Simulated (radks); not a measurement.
**Dipole-allowed lines with 29 electrons: Mo¹³⁺, Tc¹⁴⁺, Ru¹⁵⁺, Rh¹⁶⁺, Pd¹⁷⁺, Ag¹⁸⁺**

Aim: excitation energies and oscillator strengths as poles of the dipole polarisability below minus the highest eigenvalue. Time-dependent linear response with the Hartree and adiabatic LDA kernel follows each ground state. Its values go to the run's result record, not to the log.

Program: radks (a radial shooting solver on a logarithmic mesh, Libxc functionals) version 1. Level of theory: non-relativistic Kohn-Sham, PBE, spin-polarised, spherical densities, point nucleus; open shells are filled with parallel spins first. These are calculated values, not measurements, unless marked.

## 1. Starting point

- species: Mo¹³⁺ ([Ar] 3d10 4s1), Tc¹⁴⁺ ([Ar] 3d10 4s1), Ru¹⁵⁺ ([Ar] 3d10 4s1), Rh¹⁶⁺ ([Ar] 3d10 4s1), Pd¹⁷⁺ ([Ar] 3d10 4s1), Ag¹⁸⁺ ([Ar] 3d10 4s1)

## 2. Mo¹³⁺, [Ar] 3d10 4s1

Settings of this run:

```text
Z 42
configuration [Ar] 3d10 4s1 4p0 5s0 4d0 4f0
relativity non-relativistic
functional pbe,pbe
spin polarised
nucleus point
response adiabatic LDA kernel, real frequencies
```

On the command line:

```console
$ python run_ks.py task.json out
```

All runs below come from this command, one after another.

## 3. Tc¹⁴⁺, [Ar] 3d10 4s1

Input: that of step 2 with these lines changed.

```diff
@@ -1,2 +1,2 @@
-Z 42
+Z 43
 configuration [Ar] 3d10 4s1 4p0 5s0 4d0 4f0
```

## 4. Ru¹⁵⁺, [Ar] 3d10 4s1

Input: that of step 3 with these lines changed.

```diff
@@ -1,2 +1,2 @@
-Z 43
+Z 44
 configuration [Ar] 3d10 4s1 4p0 5s0 4d0 4f0
```

## 5. Rh¹⁶⁺, [Ar] 3d10 4s1

Input: that of step 4 with these lines changed.

```diff
@@ -1,2 +1,2 @@
-Z 44
+Z 45
 configuration [Ar] 3d10 4s1 4p0 5s0 4d0 4f0
```

## 6. Pd¹⁷⁺, [Ar] 3d10 4s1

Input: that of step 5 with these lines changed.

```diff
@@ -1,2 +1,2 @@
-Z 45
+Z 46
 configuration [Ar] 3d10 4s1 4p0 5s0 4d0 4f0
```

## 7. Ag¹⁸⁺, [Ar] 3d10 4s1

Input: that of step 6 with these lines changed.

```diff
@@ -1,2 +1,2 @@
-Z 46
+Z 47
 configuration [Ar] 3d10 4s1 4p0 5s0 4d0 4f0
```

**Question.** What will these runs give? Wanted: for each run, species; −ε(HOMO); lowest orbital gap; first line; f; strongest line; its f; static α.

The runs gave:

```tsv
species	−ε(HOMO) (eV)	lowest orbital gap (eV)	first line (eV)	f	strongest line (eV)	its f	static α (bohr³)	measured (eV)
Mo¹³⁺	288.33	4s-4p 27.759	29.655	0.609	29.655	0.609	0.5805	-
Tc¹⁴⁺	322.98	4s-4p 29.502	31.504	0.594	31.504	0.594	0.5002	-
Ru¹⁵⁺	359.38	4s-4p 31.244	33.351	0.579	33.351	0.579	0.4343	-
Rh¹⁶⁺	397.51	4s-4p 32.983	35.194	0.565	35.194	0.565	0.3797	-
Pd¹⁷⁺	437.39	4s-4p 34.721	37.036	0.552	37.036	0.552	0.3341	-
Ag¹⁸⁺	479.00	4s-4p 36.458	38.876	0.539	38.876	0.539	0.2956	-
```

In Mo¹³⁺ the response moves the first line 1.896 eV above the bare orbital gap, and the lines found carry 90 % of the static polarisability. Very weak lines can be missed, and lines above minus the highest eigenvalue dissolve into this model's continuum.
